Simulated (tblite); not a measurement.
# GFN1-xTB run of C2H6Ge (Ge(vinyl)H3)

What is the electronic atomisation energy of C2H6Ge (Ge(vinyl)H3) at GFN1-xTB? The job is set up through a Python script.

Program for the calculation: tblite 0.8.0.

15 further runs of the same task are left out: 15 set aside as unsound or not needed.

## (1) The molecule

The species is C2H6Ge (9 atoms), meant as a singlet with charge 0. As SMILES, `[H][Ge]([H])([H])[CH]=C`. Geometry: optimised at GFN1-xTB.

Bond lengths: Ge1–C2 1.931 Å, C2–C3 1.335 Å, C2–H4 1.092 Å, C3–H5 1.085 Å, C3–H6 1.085 Å, Ge1–H7 1.490 Å, Ge1–H8 1.491 Å, Ge1–H9 1.491 Å. Some angles: Ge1–C2–C3 124.3°, Ge1–C2–H4 117.6°, C3–C2–H4 118.1°, C2–Ge1–H7 110.9°, C2–Ge1–H8 110.9°, C2–Ge1–H9 110.8°, C2–C3–H5 122.3°, C2–C3–H6 122.6°, H7–Ge1–H8 108.7°, H7–Ge1–H9 108.7°.

## (2) Vibrational wavenumbers at GFN1-xTB

Input file input.xyz:

```xyz
9

Ge    -0.199387     0.285773    -1.279466
C     -0.382935     0.110883     0.634994
C      0.519143    -0.473788     1.426698
H     -1.284949     0.517281     1.096432
H      1.439458    -0.900318     1.040254
H      0.386847    -0.557211     2.499898
H      1.079762    -0.316907    -1.747672
H     -0.228580     1.719972    -1.687225
H     -1.329350    -0.385695    -1.983923
```

Input file script.py:

```python
import json
import numpy as np
from tblite.interface import Calculator
from tblite.interface import symbols_to_numbers
from ase.data import atomic_masses

symbols = list(map(str, np.loadtxt("input.xyz", skiprows=2, usecols=0, dtype=str, ndmin=1)))
numbers = np.array(symbols_to_numbers(symbols))
positions = np.loadtxt("input.xyz", skiprows=2, usecols=(1, 2, 3), ndmin=2) / 0.529177210903

xtb = Calculator("GFN1-xTB", numbers, positions, charge=0, uhf=0)
xtb.set("verbosity", 0)
xtb.set("accuracy", 0.01)
result = xtb.singlepoint()
h = 0.005  # bohr
n = positions.size
H, D = np.zeros((n, n)), np.zeros((n, 3))
for a in range(n):
    g, d = [], []
    for sign in (1, -1):
        x = positions.ravel().copy()
        x[a] += sign * h
        xtb.update(x.reshape(-1, 3))
        y = xtb.singlepoint()
        g.append(y.get('gradient').ravel())
        d.append(y.get('dipole'))
    H[a], D[a] = (g[0] - g[1]) / (2 * h), (d[0] - d[1]) / (2 * h)
mass = np.repeat(atomic_masses[numbers], 3)
H = (H + H.T) / 2 / np.sqrt(np.outer(mass, mass))
# project out translations and rotations
com = positions - atomic_masses[numbers] @ positions / atomic_masses[numbers].sum()
T = [np.tile(v, len(numbers)) for v in np.eye(3)] + [np.cross(com, v).ravel() for v in np.eye(3)]
U, sv, _ = np.linalg.svd((np.array(T) * np.sqrt(mass)).T)
Q = U[:, (sv > 1e-3 * sv.max()).sum():]
w, V = np.linalg.eigh(Q.T @ H @ Q)
freq = np.sign(w) * np.sqrt(np.abs(w)) * 5140.487
inten = (((Q @ V).T / np.sqrt(mass)) @ D) ** 2
inten = inten.sum(axis=1) * 974.88
print(f"E = {result.get('energy'):.8f} Eh, max gradient {np.abs(result.get('gradient')).max():.2e} Eh/bohr")
print("mode   frequency/cm^-1   IR/(km/mol)")
for i, (v, s) in enumerate(zip(freq, inten), 1):
    print(f"{i:4d} {v:14.2f} {s:14.3f}")
zpe = freq[freq > 0].sum() / 2 / 219474.63
print(f"imaginary modes: {(freq < -10).sum()}, zero-point energy {zpe:.6f} Eh = {zpe * 627.5095:.4f} kcal/mol")
out = {k: np.asarray(result.get(k)).tolist() for k in ("energy", "gradient", "charges", "dipole", "orbital-energies", "orbital-occupations")}
out.update(symbols=symbols, positions=(positions * 0.529177210903).tolist(), frequencies=freq.tolist(), intensities=inten.tolist(), zpe=zpe)
json.dump(out, open("results.json", "w"))
```

Command:

```
python script.py
```

Standard output:

```text
E = -9.08007276 Eh, max gradient 2.07e-05 Eh/bohr
mode   frequency/cm^-1   IR/(km/mol)
   1         133.95          0.175
   2         245.87          0.979
   3         377.96          1.098
   4         508.15         86.384
   5         586.58        169.172
   6         607.26        107.162
   7         783.06        320.516
   8         842.16        109.678
   9         861.20        122.058
  10         901.15         33.776
  11         967.23         11.766
  12        1013.99         13.379
  13        1231.09          6.309
  14        1376.53         13.230
  15        1625.69          5.081
  16        2167.97        503.859
  17        2179.46        441.747
  18        2190.32        168.335
  19        2992.28         35.406
  20        3057.90         28.541
  21        3100.78         30.235
imaginary modes: 0, zero-point energy 0.063221 Eh = 39.6715 kcal/mol
```

It took 1.1 s on 1 thread of Intel Xeon at 2.50GHz (Skylake/Cascade Lake), shared host.

## (3) The C atom: the energy at GFN1-xTB

Input file start.xyz:

```xyz
1

C      0.000000     0.000000     0.000000
```

Input file calc.py:

```python
import json
import numpy as np
from tblite.interface import Calculator
from tblite.interface import symbols_to_numbers

symbols = list(map(str, np.loadtxt("start.xyz", skiprows=2, usecols=0, dtype=str, ndmin=1)))
numbers = np.array(symbols_to_numbers(symbols))
positions = np.loadtxt("start.xyz", skiprows=2, usecols=(1, 2, 3), ndmin=2) / 0.5291772

calc = Calculator("GFN1-xTB", numbers, positions, charge=0, uhf=2)
calc.set("accuracy", 0.1)
calc.add("spin-polarization", 1.0)
res = calc.singlepoint()

print(f"Energy: {res.get('energy') * 627.5095:.8f} kcal/mol")
eps = np.atleast_2d(res.get("orbital-energies")) * 27.211386
occ = np.atleast_2d(res.get("orbital-occupations"))
filled = occ.sum(axis=0) if eps.shape[0] == 1 else occ[0]
homo = np.nonzero(filled > 0.5)[0].max()
print("  MO   occupation   energy/eV")
for i in range(max(0, homo - 4), min(eps.shape[1], homo + 5)):
    print(f"{i + 1:4d} {filled[i]:10.4f} {eps[0, i]:12.4f}")
mu = res.get("dipole") * 2.541746
print(f"dipole: {np.linalg.norm(mu):.4f} D, components " + " ".join(f"{c:.4f}" for c in mu))
q = res.get("charges")
print("Charges:", " ".join(f"{s}{i + 1}={c:+.4f}" for i, (s, c) in enumerate(zip(symbols, q))))
out = {k: np.asarray(res.get(k)).tolist() for k in ("energy", "gradient", "charges", "dipole", "orbital-energies", "orbital-occupations")}
out.update(symbols=symbols, positions=(positions * 0.529177210903).tolist())
json.dump(out, open("results.json", "w"))
```

Command:

```
python calc.py
```

Standard output:

```text
------------------------------------------------------------
  cycle        total energy    energy error   density error
------------------------------------------------------------
      1     -1.784671808014  -1.7846718E+00   1.0000000E+00
      2     -1.784671808014   0.0000000E+00   6.0000000E-01
      3     -1.784671808014   0.0000000E+00   3.5996400E-05
      4     -1.784671808014   0.0000000E+00   1.1191048E-13
------------------------------------------------------------

 total:                                   0.001 sec
Energy: -1119.89851391 kcal/mol
  MO   occupation   energy/eV
   1     1.0000     -14.9491
   2     0.6667     -11.2868
   3     0.6667     -11.2868
   4     0.6667     -11.2868
dipole: 0.0000 D, components 0.0000 0.0000 0.0000
Charges: C1=+0.0000
```

Wall time 0.34 s (1 thread of Intel Xeon at 2.50GHz (Skylake/Cascade Lake), shared host).

## (4) The Ge atom: a single-point energy at GFN1-xTB

Input file run.py:

```python
"""GFN1-xTB single point"""
import json
import numpy as np
from tblite.interface import Calculator

symbols = ["Ge"]
numbers = np.array([32])
positions = np.array([  # bohr
    [0.000000, 0.000000, 0.000000],
])

tb = Calculator("GFN1-xTB", numbers, positions, charge=0, uhf=2)
tb.set("verbosity", 0)
tb.set("accuracy", 0.1)
tb.add("spin-polarization", 1.0)
wfn = tb.singlepoint()

print(f"total energy: {wfn.get('energy') * 27.211386:.8f} eV")
eps = np.atleast_2d(wfn.get("orbital-energies")) * 27.211386
occ = np.atleast_2d(wfn.get("orbital-occupations"))
filled = occ.sum(axis=0) if eps.shape[0] == 1 else occ[0]
homo = np.nonzero(filled > 0.5)[0].max()
print(f"HOMO {eps[0, homo]:.4f} eV")
if homo + 1 < eps.shape[1]:
    print(f"LUMO {eps[0, homo + 1]:.4f} eV, gap {eps[0, homo + 1] - eps[0, homo]:.4f} eV")
mu = wfn.get("dipole") * 2.541746
print(f"|mu|: {np.linalg.norm(mu):.4f} D, components " + " ".join(f"{c:.4f}" for c in mu))
q = wfn.get("charges")
print("Charges:", " ".join(f"{s}{i + 1}={c:+.4f}" for i, (s, c) in enumerate(zip(symbols, q))))
out = {k: np.asarray(wfn.get(k)).tolist() for k in ("energy", "gradient", "charges", "dipole", "orbital-energies", "orbital-occupations")}
out.update(symbols=symbols, positions=(positions * 0.529177210903).tolist())
json.dump(out, open("results.json", "w"))
```

Run the same way, it converges to -1.54255 Eh (log not shown).

## (5) The H atom: a single-point energy at GFN1-xTB

Input file xtb_job.py:

```python
# GFN1-xTB single point
import json
import numpy as np
from tblite.interface import Calculator
from tblite.interface import symbols_to_numbers

geometry = """
H      0.000000     0.000000     0.000000
"""
lines = [l.split() for l in geometry.strip().splitlines()]
symbols = [l[0] for l in lines]
numbers = np.array(symbols_to_numbers(symbols))
positions = np.array([l[1:4] for l in lines], float) / 0.529177210903

tb = Calculator("GFN1-xTB", numbers, positions, charge=0, uhf=1)
tb.set("verbosity", 0)
tb.set("accuracy", 0.1)
tb.add("spin-polarization", 1.0)
result = tb.singlepoint()

print(f"E(total): {result.get('energy'):.8f} Eh")
eps = np.atleast_2d(result.get("orbital-energies")) * 27.211386
occ = np.atleast_2d(result.get("orbital-occupations"))
filled = occ.sum(axis=0) if eps.shape[0] == 1 else occ[0]
homo = np.nonzero(filled > 0.5)[0].max()
print(f"HOMO {eps[0, homo]:.4f} eV")
if homo + 1 < eps.shape[1]:
    print(f"LUMO {eps[0, homo + 1]:.4f} eV, gap {eps[0, homo + 1] - eps[0, homo]:.4f} eV")
mu = result.get("dipole") * 2.541746
print(f"Dipole moment: {np.linalg.norm(mu):.4f} D, components " + " ".join(f"{c:.4f}" for c in mu))
q = result.get("charges")
print("Charges:", " ".join(f"{s}{i + 1}={c:+.4f}" for i, (s, c) in enumerate(zip(symbols, q))))
out = {k: np.asarray(result.get(k)).tolist() for k in ("energy", "gradient", "charges", "dipole", "orbital-energies", "orbital-occupations")}
out.update(symbols=symbols, positions=(positions * 0.529177210903).tolist())
json.dump(out, open("results.json", "w"))
```

Run the same way, it converges to -0.43724 Eh (log not shown).

## (6) Outcome

Level: GFN1-xTB.

```
                                      quantity         value
                        molecule: total energy   -9.08007 Eh
                       molecule: dipole moment        1.34 D
                         molecule: HOMO energy     -12.45 eV
                         molecule: LUMO energy      -7.59 eV
                       molecule: HOMO–LUMO gap       4.85 eV
            molecule: largest force on an atom    0.001 eV/Å
          molecule: lowest harmonic wavenumber      134 cm⁻¹
         molecule: highest harmonic wavenumber     3101 cm⁻¹
                   molecule: zero-point energy  166.0 kJ/mol
                          C atom: total energy   -1.78467 Eh
                         C atom: dipole moment        0.00 D
 C atom: HOMO energy (as the program lists it)     -11.29 eV
              C atom: largest force on an atom    0.000 eV/Å
                         Ge atom: total energy   -1.54255 Eh
                        Ge atom: dipole moment        0.00 D
Ge atom: HOMO energy (as the program lists it)      -8.77 eV
Ge atom: LUMO energy (as the program lists it)      -3.45 eV
             Ge atom: largest force on an atom    0.000 eV/Å
                          H atom: total energy   -0.43724 Eh
                         H atom: dipole moment        0.00 D
 H atom: HOMO energy (as the program lists it)     -12.87 eV
              H atom: largest force on an atom    0.000 eV/Å
                 electronic atomisation energy     36.592 eV
```

What this shows: Taking the molecule apart into free atoms costs 36.59 eV (844 kcal/mol), before zero-point energy and without spin-orbit coupling. Tight-binding and semi-empirical models aren't fitted to free atoms, so this value can be far from the true one. All 21 modes (molecule) are real, so the shape is a minimum at this level.
